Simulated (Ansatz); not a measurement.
Task: a comparison of dispersion corrections of C2H6OSSi, SMILES C[SiH](S)C=O, with Ansatz's Python interface. Give the script and its output. Level of theory (for the species named): BLYP, def2-SVP basis, multiplicity 1, D3BJ dispersion.

```xyz
11

C    -1.2586    0.7048   -0.1168
Si    0.4636    0.3599    0.2246
S     0.5453   -0.5416    2.1669
C     1.3039   -0.7816   -1.0361
O     0.5387   -1.6759   -1.5475
H    -1.7254    1.4395    0.6243
H    -1.8916   -0.1558   -0.1379
H    -1.3757    1.2533   -1.1097
H     1.2441    1.6492    0.3364
H    -0.0597   -1.6737    1.8745
H     2.2807   -0.6352   -1.2580
```

Script `c2h6ossi.py`:
```python
# -*- coding: utf-8 -*-
import ansatz as az

GEOMETRY = '''
C    -1.25860    0.70480   -0.11680
Si    0.46360    0.35990    0.22460
S     0.54530   -0.54160    2.16690
C     1.30390   -0.78160   -1.03610
O     0.53870   -1.67590   -1.54750
H    -1.72540    1.43950    0.62430
H    -1.89160   -0.15580   -0.13790
H    -1.37570    1.25330   -1.10970
H     1.24410    1.64920    0.33640
H    -0.05970   -1.67370    1.87450
H     2.28070   -0.63520   -1.25800
'''


def main():
    geometry = az.Crystal.molecule()
    for line in GEOMETRY.strip().splitlines():
        symbol, *xyz = line.split()
        geometry = geometry.atom(symbol, [float(v) for v in xyz])

    setup = geometry.calculation().basis(gaussian='def2-SVP')
    for name in ['blyp', 'pbe']:
        for correction in ('d3bj', 'd4'):
            r = setup.functional(name, dispersion=correction).run(threads=1).report
            print(f'{name:8s} {correction:5s} total {r["free_energy_ev"]:.5f} eV, of which dispersion {1000 * r["dispersion"]["energy"]["ev"]:.2f} meV')


if __name__ == '__main__':
    main()
```

Running `python c2h6ossi.py` prints:
```text
blyp     d3bj  total -22921.29026 eV, of which dispersion -602.14 meV
blyp     d4    total -22921.26467 eV, of which dispersion -576.55 meV
pbe      d3bj  total -22908.96228 eV, of which dispersion -275.76 meV
pbe      d4    total -22908.95315 eV, of which dispersion -266.62 meV
```

These settings explore the input space; basis and method may be short of convergence. The geometry is a force-field or estimated start, not a minimum of this method, and the basis set is short of its limit. D4 holds the three-body term, and d3bj doesn't. Finished in 6.3 s on 1 thread of Intel(R) Xeon(R) 6975P-C (Granite Rapids), with other jobs on the host, peak memory 0.21 GiB.
